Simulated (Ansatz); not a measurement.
Hf2Pd2Se2Br2O3:

```
CELL_PARAMETERS angstrom
-1.89227 2.67212 12.28423
1.89227 -2.67212 12.28423
1.89227 2.67212 -12.28423
ATOMIC_POSITIONS crystal
Hf 0.92095 0.92095 0.00000
Hf 0.07905 0.07905 0.00000
Pd 0.68332 0.68332 0.00000
Pd 0.31668 0.31668 0.00000
Se 0.61777 0.11777 0.50000
Se 0.38223 0.88223 0.50000
Br 0.78660 0.78660 0.00000
Br 0.21340 0.21340 0.00000
O 0.90121 0.40121 0.50000
O 0.09879 0.59879 0.50000
O 0.00000 0.00000 0.00000
```

The cell was built by a generator and needn't be a form met in nature.

| Quantity | Value |
| --- | --- |
| Program | Ansatz 0.2.0 |
| Task | relaxation of cell and atoms |
| Functional | PBE |
| Dispersion | D4 |
| Potentials or basis | all-electron PAW datasets made for the crystal |
| k mesh | 5 × 5 × 5 |
| Occupations | fermi-dirac, width 0.05 eV |
| Spin | no spin polarisation |

At the start: volume 22.59 Å³/atom.

Q: How do energy, volume and symmetry change on relaxing?

A: Over 8 steps the energy falls by 4.1 meV/atom and the volume is 21.90 Å³/atom (-3.0 %); space group Immm (No. 71, to 0.05 Å).

Step by step:
| step | energy change (eV) | largest force (eV/Å) | volume (Å³) |
| --- | --- | --- | --- |
| 1 | 0.0000 | 0.0558 | 248.45 |
| 2 | -0.0363 | 0.1101 | 243.12 |
| 3 | -0.0418 | 0.0735 | 241.32 |
| 4 | -0.0437 | 0.0492 | 240.98 |
| 5 | -0.0454 | 0.0196 | 240.85 |
| 6 | -0.0455 | 0.0107 | 240.89 |
| 7 | -0.0456 | 0.0078 | 240.92 |
| 8 | -0.0455 | 0.0078 | 240.92 |

Final structure:
```
Hf Pd Se Br O
1.0
    -1.87437    2.61278   12.29860
     1.87437   -2.61278   12.29860
     1.87437    2.61278  -12.29860
Hf Pd Se Br O
2 2 2 2 3
Direct
  0.92118 0.92118 0.00000
  0.07882 0.07882 0.00000
  0.68469 0.68469 0.00000
  0.31531 0.31531 0.00000
  0.61922 0.11922 0.50000
  0.38078 0.88078 0.50000
  0.78712 0.78712 0.00000
  0.21288 0.21288 0.00000
  0.90004 0.40004 0.50000
  0.09996 0.59996 0.50000
  0.00000 0.00000 0.00000
```

Caveat: the k mesh is coarse (spacing up to 0.41 Å⁻¹), so the values aren't converged; the k mesh is thin for a metal, which can move the energy by tens of meV per atom.
